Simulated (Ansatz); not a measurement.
# C2H5BNO: the cost of one run

The runs use Ansatz 0.2.0; UKS B3LYP-D4/def2-SVP.

## 1. Where the work starts

SMILES `CBN=C=O`, 9 atoms, charge 0, spin multiplicity 1.

Atoms are counted from 1 here; the program's logs count them from 0.

Bond lengths: C1–B2 1.567 Å, C1–H6 1.114 Å, C1–H7 1.113 Å, C1–H8 1.107 Å, B2–N3 1.420 Å, B2–H9 1.222 Å, N3–C4 1.209 Å, C4–O5 1.182 Å. Angles: B2–C1–H6 108.8°, B2–C1–H7 109.6°, B2–C1–H8 115.2°, H6–C1–H7 104.4°, H6–C1–H8 108.9°, H7–C1–H8 109.3°, C1–B2–N3 122.3°, C1–B2–H9 120.8°, N3–B2–H9 116.9°, B2–N3–C4 175.9°, N3–C4–O5 179.2°.

Geometry (Å):

```xyz
9
charge 0, multiplicity 1
C    -0.3251   -0.1283   -1.3795
B     0.2796    0.5749   -0.1160
N     0.2426   -0.0194    1.1726
C     0.2522   -0.4545    2.3004
O     0.2536   -0.8938    3.3980
H    -1.1190    0.5248   -1.8087
H     0.4467   -0.1885   -2.1791
H    -0.7469   -1.1360   -1.2014
H     0.8049    1.6746   -0.2034
```

This geometry comes from a loose relaxation at PBE in a small basis, which is not shown.

## 4. The grid

The probe is moved over a plane parallel to the molecule's main plane, 3.38 Å above it (x and y are the axes of that plane, centred on the molecule).

First coordinate, x of the probe's H atom: 17 values from −4.56 Å. Second coordinate, y of the probe's H atom: 11 values from −2.85 Å.

Nothing else is relaxed (molecule and probe rigid). Energies count from molecule and probe far apart, each relaxed in its own basis (no counterpoise correction). Points are written as (first, second).

The probe H moves over a plane: parallel to the molecule's main plane, 3.38 Å above it. The molecule is turned into the frame of its main axes, as the inputs below show.

(The set-up runs are not shown.)

## 5. Grid point (−2.28 Å, 2.85 Å)

The input, input.yaml:

```yaml
crystal:
  periodic: [false, false, false]
  atoms:
    - { symbol: C, position_ang: [2.435094, 0.52091, -1.0e-05] }
    - { symbol: B, position_ang: [1.298602, -0.554951, -0.000132] }
    - { symbol: "N", position_ang: [-0.074544, -0.203748, 0.000219] }
    - { symbol: C, position_ang: [-1.254497, 0.007656, 2.5e-05] }
    - { symbol: O, position_ang: [-2.404655, 0.230133, -0.000102] }
    - { symbol: H, position_ang: [3.090299, 0.361403, 0.876383] }
    - { symbol: H, position_ang: [3.090306, 0.361724, -0.876445] }
    - { symbol: H, position_ang: [2.084823, 1.563373, 0.000226] }
    - { symbol: H, position_ang: [1.56631, -1.735845, -0.000479] }
    - { symbol: H, position_ang: [-2.28, 2.85, 3.38] }
magnetization:
  spin_polarized: true
  initial_magnetization: 1
basis:
  gaussian: { orbitals: def2-SVP }
hamiltonian:
  xc: { name: B3LYP }
  dispersion: d4
output:
  forces: true
```

Started as:

```bash
ansatz run input.yaml --threads 1 --pin off --max-ram 2560MiB --backend cpu --events-out ev --progress --plain --runs-dir out
```

**Question.** How long does this run take on 1 thread of Intel Xeon 6975P-C (Granite Rapids), shared host, and how much memory does it need?

About 2.9 s, with a peak of 0.23 GiB.
